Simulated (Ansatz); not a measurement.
# Cd3HgTe4: the cost of one run

Method: DFT PBE, scalar-relativistic, plane waves, PAW, in Ansatz 0.2.0.

1 further run of the same task is left out (it didn't finish). Runs told in other sessions of the task aren't counted.

### 1 The starting structure

The structure is tetragonal, space group P-4m2 (No. 115). The conventional cell has a = 4.687 Å, b = 4.687 Å, c = 13.243 Å, α = 90.00°, β = 90.00°, γ = 90.00°. Cd (site symmetry 2mm) has 4 Te at 2.87 Å in its first shell of neighbours. Cd (site symmetry -4m2) has 4 Te at 2.87 Å in its first shell of neighbours. Around Hg (site symmetry -4m2) lie 4 Te at 2.88 Å. Te (site symmetry 2mm) is surrounded by 2 Cd at 2.87 Å and 2 Hg at 2.88 Å. Te (site symmetry 2mm) has 4 Cd at 2.87 Å in its first shell of neighbours.

Structure file:

```cif
data_structure
_symmetry_space_group_name_H-M 'P-4m2'
_symmetry_Int_Tables_number 115
_cell_length_a 4.6874
_cell_length_b 4.6874
_cell_length_c 13.2426
_cell_angle_alpha 90.000
_cell_angle_beta 90.000
_cell_angle_gamma 90.000
_cell_volume 290.96
loop_
_atom_site_label
_atom_site_type_symbol
_atom_site_symmetry_multiplicity
_atom_site_Wyckoff_symbol
_atom_site_fract_x
_atom_site_fract_y
_atom_site_fract_z
_atom_site_occupancy
Cd1 Cd 2 e 0.00000 0.00000 0.74952 1
Cd2 Cd 1 c 0.50000 0.50000 0.50000 1
Hg1 Hg 1 b 0.50000 0.50000 0.00000 1
Te1 Te 2 g 0.50000 0.00000 0.87396 1
Te2 Te 2 g 0.50000 0.00000 0.37528 1
```

The start is the relaxed end of an invented cell (made as: elements ordered on the sites of the CdTe type, Cd/Hg on Cd (P-4m2, No. 115)), taken up again for a closer look.

### 2 A first look at the guess

The input, input.yaml:

```yaml
crystal:
  lattice:
    - [4.6873538, 0.0, 0.0]
    - [0.0, 4.6873538, 0.0]
    - [0.0, 0.0, 13.2426444]
  atoms:
    - { symbol: Cd, position: [0.0, 0.0, 0.749521] }
    - { symbol: Cd, position: [0.0, 0.0, 0.250479] }
    - { symbol: Cd, position: [0.5, 0.5, 0.5] }
    - { symbol: Hg, position: [0.5, 0.5, 0.0] }
    - { symbol: Te, position: [0.5, 0.0, 0.873964] }
    - { symbol: Te, position: [0.0, 0.5, 0.126036] }
    - { symbol: Te, position: [0.5, 0.0, 0.375277] }
    - { symbol: Te, position: [0.0, 0.5, 0.624723] }
basis:
  ecutwfc: 420
kpoints:
  mp_grid: { grid: [4, 4, 2] }
hamiltonian:
  xc: pbe
scf:
  occupations: { method: gaussian, width: 0.1 }
  lower_state_search: "off"
output:
  forces: true
  stress: true
  eigenvalues: true
```

Started as:

```bash
> ansatz run input.yaml --threads 4 --pin off --max-ram 8192MiB --backend cpu --events-out ev --progress --plain --runs-dir out
```

**Question.** How long does this run take on 4 threads of Intel Xeon 6975P-C (Granite Rapids), shared host, and how much memory does it need?

About 3.5 s, with a peak of 0.93 GiB.
